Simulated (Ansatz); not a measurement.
# YCrO4 (zircon): the cost of one run

Method: DFT PBEsol, scalar-relativistic, plane waves, PAW, in Ansatz 0.2.0.

**1. The structure to begin with**

Symmetry: I4_1/amd, No. 141, tetragonal system. The conventional cell has a = 7.089 Å, b = 7.089 Å, c = 6.281 Å, α = 90.00°, β = 90.00°, γ = 90.00°. Y (site symmetry -4m2) is surrounded by 8 O at 2.34 to 2.46 Å. Around Cr (site symmetry -4m2) lie 4 O at 1.63 Å. O (site symmetry m) is surrounded by 1 Cr at 1.63 Å and 1 Y at 2.34 Å.

As a file:

```cif
data_structure
_symmetry_space_group_name_H-M 'P 1'
_symmetry_Int_Tables_number 1
_cell_length_a 5.9152
_cell_length_b 5.9152
_cell_length_c 5.9152
_cell_angle_alpha 106.372
_cell_angle_beta 106.372
_cell_angle_gamma 115.865
_cell_volume 157.82
loop_
_atom_site_label
_atom_site_type_symbol
_atom_site_fract_x
_atom_site_fract_y
_atom_site_fract_z
_atom_site_occupancy
Y1 Y 0.87500 0.12500 0.75000 1
Y2 Y 0.12500 0.87500 0.25000 1
Cr1 Cr 0.62500 0.37500 0.25000 1
Cr2 Cr 0.37500 0.62500 0.75000 1
O1 O 0.64020 0.21190 0.42830 1
O2 O 0.35980 0.78810 0.57170 1
O3 O 0.21190 0.28360 0.57170 1
O4 O 0.78810 0.71640 0.42830 1
O5 O 0.28360 0.21190 0.07170 1
O6 O 0.71640 0.78810 0.92830 1
O7 O 0.21190 0.64020 0.92830 1
O8 O 0.78810 0.35980 0.07170 1
```

**2. Cell and atoms relaxed at 0 GPa**

Input file input.yaml:

```yaml
crystal:
  lattice:
    - [-3.5445, 3.5445, 3.1405]
    - [3.5445, -3.5445, 3.1405]
    - [3.5445, 3.5445, -3.1405]
  atoms:
    - { symbol: "Y", position: [0.875, 0.125, 0.75] }
    - { symbol: "Y", position: [0.125, 0.875, 0.25] }
    - { symbol: Cr, position: [0.625, 0.375, 0.25], spin: 1.0 }
    - { symbol: Cr, position: [0.375, 0.625, 0.75], spin: 1.0 }
    - { symbol: O, position: [0.6402, 0.2119, 0.4283] }
    - { symbol: O, position: [0.3598, 0.7881, 0.5717] }
    - { symbol: O, position: [0.2119, 0.2836, 0.5717] }
    - { symbol: O, position: [0.7881, 0.7164, 0.4283] }
    - { symbol: O, position: [0.2836, 0.2119, 0.0717] }
    - { symbol: O, position: [0.7164, 0.7881, 0.9283] }
    - { symbol: O, position: [0.2119, 0.6402, 0.9283] }
    - { symbol: O, position: [0.7881, 0.3598, 0.0717] }
magnetization:
  spin_polarized: true
scf:
  occupations: { method: gaussian, width: 0.02 }
output:
  forces: true
  stress: true
  eigenvalues: true
  populations: true
  write_density: true
  write_potential: true
  elf: true
  volumetric_format: npy
hamiltonian:
  xc: pbesol
basis:
  ecutwfc: 520
kpoints:
  mp_grid: { grid: [4, 4, 4] }
relax:
  f_tol: 0.005
  max_steps: 60
  cell: { stress_tol: 0.03, p_target: 0 }
```

Command:

```sh
$ ansatz run input.yaml --threads 4 --pin off --max-ram 10240MiB --backend cpu --events-out ev --progress --plain --runs-dir out
```

Q: Estimate wall time and peak memory on 4 threads of Intel Xeon Platinum 8488C (Sapphire Rapids), shared host.

About 69 s, with a peak of 0.93 GiB.
